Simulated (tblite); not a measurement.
# C7H10BBrO: the cost of one run

The runs use tblite 0.8.0 and PySCF 2.14.0, with density-fitted response routines of our own; the level of theory stands in each step. All values are computed, except where a source is named. Atoms are numbered from 0 throughout.

## Step 1: Starting geometry

20 atoms, charge 0, multiplicity 1; geometry from: force field or distance geometry start.

Bonds of the start (Å): C0–C1 1.48, C1–C2 1.19, C2–C3 1.45, C3–C4 1.34, C4–C5 1.51, C4–C6 1.51, C6–O7 1.42, O7–B8 1.47, B8–Br9 2.01, C0–H10 1.11, C0–H11 1.11, C0–H12 1.10, C3–H13 1.08, C5–H14 1.11, C5–H15 1.10, C5–H16 1.10, C6–H17 1.11, C6–H18 1.11, B8–H19 1.18.

## Step 2: Relaxing the molecule with GFN2-xTB

The job: settings as JSON, then the geometry in Å.

```
{"job": {"kind": "relax", "xc": "GFN2-xTB", "basis": "xTB"}, "charge": 0, "multiplicity": 1}
C      4.318400     0.360600     0.384900
C      2.847300     0.487900     0.354000
C      1.660000     0.577100     0.347900
C      0.212800     0.703400     0.312100
C     -0.571800    -0.148000    -0.366400
C      0.014200    -1.275200    -1.186800
C     -2.063500     0.057500    -0.346000
O     -2.524100    -0.175800     0.972500
B     -3.975200     0.070200     1.011900
Br    -4.670200     1.884300     1.513400
H      4.760600     1.290000    -0.019800
H      4.648800     0.204900     1.431100
H      4.614000    -0.499400    -0.227400
H     -0.228400     1.500000     0.889700
H      0.596900    -1.941800    -0.519400
H      0.688400    -0.863400    -1.955400
H     -0.766000    -1.874300    -1.680300
H     -2.276900     1.095700    -0.669100
H     -2.555100    -0.638400    -1.057000
H     -4.735400    -0.804600     0.807000
```

The run is started by

```console
OMP_NUM_THREADS=1 python probes_run.py task.json out
```

The driver reads the jobs from task.json and runs them one after another.

**Question.** How long does this first job take on 1 thread of Arm Neoverse N1, shared host, and how much memory does it need?

About 2.7 s, with a peak of 0.18 GiB.
